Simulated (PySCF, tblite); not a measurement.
# C6H13PSi: geometry, infrared bands and NMR shifts

Wanted: the infrared bands and NMR shifts of C6H13PSi (`[H]/P=C(\C=C)[Si](C)(C)C`), by calculation.

Programs: tblite 0.8.0 and PySCF 2.14.0, with density-fitted response routines of our own. Each step states its level of theory. These are calculated values for one molecule in the gas phase, unless marked as measured. Atoms count from 0, in the outputs and in this text.

### Step 1. Starting geometry

21 atoms, charge 0, multiplicity 1; geometry from: force field or distance geometry start.

Bonds of the start (Å): C0–C1 1.31, C1–C2 1.45, C2–P3 1.66, C2–Si4 1.85, Si4–C5 1.88, Si4–C6 1.87, Si4–C7 1.87, C0–H8 1.09, C0–H9 1.10, C1–H10 1.09, P3–H11 1.46, C5–H12 1.10, C5–H13 1.11, C5–H14 1.13, C6–H15 1.14, C6–H16 1.12, C6–H17 1.08, C7–H18 1.13, C7–H19 1.09, C7–H20 1.12.

### Step 2. Geometry optimisation with GFN2-xTB

The job: settings as JSON, then the geometry in Å.

```
{"job": {"kind": "relax", "xc": "GFN2-xTB", "basis": "xTB"}, "charge": 0, "multiplicity": 1}
C      2.298100     0.300100    -1.166900
C      2.212000    -0.102900     0.079900
C      0.968500    -0.315700     0.801800
P      0.974900    -0.827700     2.383400
Si    -0.689500    -0.026100     0.039500
C     -2.043100     0.057100     1.347600
C     -1.009100    -1.414800    -1.168800
C     -0.675600     1.657600    -0.764400
H      3.301100     0.414400    -1.582400
H      1.394400     0.518700    -1.763000
H      3.121700    -0.309700     0.638300
H      2.235600    -1.090100     3.076100
H     -1.886600    -0.702000     2.133000
H     -3.005700    -0.073300     0.813100
H     -2.067200     1.098700     1.775400
H     -0.489600    -2.320500    -0.720900
H     -2.097100    -1.681000    -1.146300
H     -0.589900    -1.278200    -2.159000
H     -1.498600     2.293800    -0.316100
H     -0.721900     1.638000    -1.855000
H      0.258500     2.180700    -0.445700
```

Command:

```console
$ OMP_NUM_THREADS=1 python probes_run.py task.json out
```

This one command runs all jobs of the session in turn.

**Question.** This job is followed by: GFN2-xTB harmonic vibrations, gas phase; GIAO PBE0/pcSseg-1 NMR shielding, non-relativistic, gas phase. Predict these results of the whole session: strongest single infrared mode (GFN2-xTB); zero-point energy (GFN2-xTB); 13C shifts against TMS (PBE0/pcSseg-1, means over atoms taken as alike); 1H shifts against TMS (PBE0/pcSseg-1, means over atoms taken as alike); 31P shifts against H3PO4 (PBE0/pcSseg-1); 29Si shifts against TMS (PBE0/pcSseg-1).

As calculated:

```
                                                               quantity                             value
                              strongest single infrared mode (GFN2-xTB)              861 cm⁻¹, 219 km/mol
                                           zero-point energy (GFN2-xTB)                    105.0 kcal/mol
13C shifts against TMS (PBE0/pcSseg-1, means over atoms taken as alike)      231.7, 156.4, 122.8, 1.2 ppm
 1H shifts against TMS (PBE0/pcSseg-1, means over atoms taken as alike)  7.51, 7.44, 5.37, 5.20, 0.32 ppm
                               31P shifts against H3PO4 (PBE0/pcSseg-1)                         311.3 ppm
                                29Si shifts against TMS (PBE0/pcSseg-1)                          -7.8 ppm
```

What this shows: Over 96 steps the energy fell by 0.895 eV; of the close pairs, C2–Si4 changed most, 1.848 to 1.907 Å. No mode is imaginary among the 57: a minimum at this level. The strongest single mode, at 861 cm⁻¹, has its largest shares on H16, H13, H20 and Si4 (the list is cut at 4 atoms). GFN2-xTB is a fitted tight-binding method: band positions and strengths are rough. Its intensities can rank the bands wrongly. At PBE0/pcSseg-1: The largest span, 777 ppm, is at P3, where the paramagnetic term is -962 ppm.
